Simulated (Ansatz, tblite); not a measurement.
**The cluster Cu3F3: rung by rung**

Aim: run the singlet of the cluster Cu3F3 at one geometry on many levels, and compare frontier levels, spin and run time.

Program: Ansatz 0.2.0, Gaussian basis. Level of theory: as each input shows. These are calculated values, not measurements.

Plan: GFN1-xTB, GFN2-xTB, PBE-D4/def2-TZVP, r2SCAN-D4/def2-TZVP, HSE06-D4/def2-TZVP, LDA/def2-TZVP, PBE+10HF/def2-SVP, PBE+15HF/def2-SVP, PBE+40HF/def2-SVP, PBE-D4/def2-SVP, PBE0-D4/def2-SVP, HF/6-31G, B3LYP-D4/6-31G, PBE0-D4/def2-TZVPD, PBE-D4/def2-TZVPD, r2SCAN-D4/def2-TZVPD, CCSD(T)/def2-SVP, MP2/def2-TZVP, RPA/def2-TZVP.

2 further runs of the same task are left out: 2 set aside as unsound or not needed. Runs told in other sessions of the task aren't counted.

## 1. The relaxed structure

The geometry is that of the singlet, from an earlier relaxation (r2SCAN-D4/def2-SVP). At that level it is the lowest of the isomers that a small search found.

6 atoms, charge 0, spin multiplicity 1.

Bond lengths: Cu1–F5 1.883 Å, Cu1–F6 1.883 Å, Cu2–F4 1.883 Å, Cu2–F6 1.884 Å, Cu3–F4 1.883 Å, Cu3–F5 1.886 Å. Angles: F5–Cu1–F6 160.5°, F4–Cu2–F6 160.3°, F4–Cu3–F5 160.4°, Cu2–F4–Cu3 79.6°, Cu1–F5–Cu3 79.6°, Cu1–F6–Cu2 79.6°.

As a file:

```mol
Cu3F3
  3D, bonds by distance, orders not assigned

  6  6  0  0  0  0  0  0  0  0999 V2000
   -1.0103   -0.1361    0.9479 Cu  0  0
   -0.1573    0.8856   -1.0637 Cu  0  0
    1.1687   -0.7489    0.1146 Cu  0  0
    1.5553    0.2092   -1.4601 F   0  0
    0.2405   -1.3642    1.6362 F   0  0
   -1.7969    1.1544   -0.1749 F   0  0
  1  5  8  0
  1  6  8  0
  2  4  8  0
  2  6  8  0
  3  4  8  0
  3  5  8  0
M  END
```

No spin-orbit coupling is included.

PBE0-D4/def2-TZVP was run before; its log isn't repeated, and its numbers join the tables.

## 2. GFN1-xTB

Tight binding, by tblite at 300 K electronic temperature and without a spin-polarisation term:

```python
tblite.interface.Calculator('GFN1-xTB', numbers, positions, charge=0, uhf=0).singlepoint()
```

Energy -789.7013 eV, HOMO -11.15 eV, LUMO -8.78 eV; 0.005 s.

## 3. GFN2-xTB

Tight binding, by tblite at 300 K electronic temperature and without a spin-polarisation term:

```python
tblite.interface.Calculator('GFN2-xTB', numbers, positions, charge=0, uhf=0).singlepoint()
```

Energy -708.6680 eV, HOMO -10.22 eV, LUMO -3.85 eV; 0.004 s.

## 4. PBE-D4/def2-TZVP

start.molden holds the orbitals of an earlier run on this state, given as this run's starting guess.

The input, in.yaml:

```yaml
crystal:
  periodic: [false, false, false]
  atoms:
    - {symbol: Cu, position_ang: [-1.010329, -0.136063, 0.947889]}
    - {symbol: Cu, position_ang: [-0.157271, 0.885556, -1.063691]}
    - {symbol: Cu, position_ang: [1.168658, -0.748918, 0.114623]}
    - {symbol: F, position_ang: [1.555321, 0.209233, -1.460124]}
    - {symbol: F, position_ang: [0.240514, -1.364191, 1.636171]}
    - {symbol: F, position_ang: [-1.796892, 1.154373, -0.174858]}
basis:
  gaussian: {orbitals: def2-TZVP, initial_orbitals: start.molden}
hamiltonian: {xc: pbe, dispersion: d4}
scf: {omitted_lower_state_checks: [starts]}
output: {orbitals: {seedname: orbitals}}
```

On the command line:

```
ansatz run in.yaml --threads 4 --pin off --events-out ev --progress --plain --max-ram 4787MiB
```

After this run come: r2SCAN-D4/def2-TZVP; HSE06-D4/def2-TZVP; LDA/def2-TZVP; PBE+10HF/def2-SVP; PBE+15HF/def2-SVP; PBE+40HF/def2-SVP; PBE-D4/def2-SVP; PBE0-D4/def2-SVP; HF/6-31G; B3LYP-D4/6-31G; PBE0-D4/def2-TZVPD; PBE-D4/def2-TZVPD; r2SCAN-D4/def2-TZVPD; CCSD(T)/def2-SVP; MP2/def2-TZVP; RPA/def2-TZVP.

**Question.** What will the summary of the whole plan be? Wanted: gap in def2-TZVP, named functionals, smallest and largest; gap over the share of exact exchange; correlation energy, CCSD(T)/def2-SVP; correlation energy, MP2/def2-TZVP; binding an atom, CCSD(T)/def2-SVP; PBE0 total energy, smallest basis above largest.

**Answer**, as computed:

| quantity | value |
| --- | --- |
| gap in def2-TZVP, named functionals, smallest and largest | 2.54 eV (PBE-D4), 5.19 eV (PBE0-D4) |
| gap over the share of exact exchange | 2.49 eV at 0, 6.76 eV at 0.4 |
| correlation energy, CCSD(T)/def2-SVP | -40.23 eV |
| correlation energy, MP2/def2-TZVP | -56.90 eV |
| binding an atom, CCSD(T)/def2-SVP | 2.961 eV |
| PBE0 total energy, smallest basis above largest | 29.57 eV (def2-SVP, def2-TZVPD) |

Over the named functionals in def2-TZVP the gap runs from 2.54 eV (PBE-D4) to 5.19 eV (PBE0-D4); exact exchange widens it. Raising the share of exact exchange from 0 to 0.4 moves the HOMO by -2.66 eV and the LUMO by +1.60 eV. A small miss in a minimal or small basis is a cancelling of errors, not accuracy. The functionals in def2-TZVP miss CCSD(T)/def2-SVP by -0.139 (HSE06-D4) to +0.681 eV (LDA) an atom. The yardstick is in a double-zeta basis, so levels in larger sets aren't compared like for like. The reference is CCSD(T) in one finite basis, so it carries an error of its own, often a tenth of an eV or more, and near misses can't be ranked.
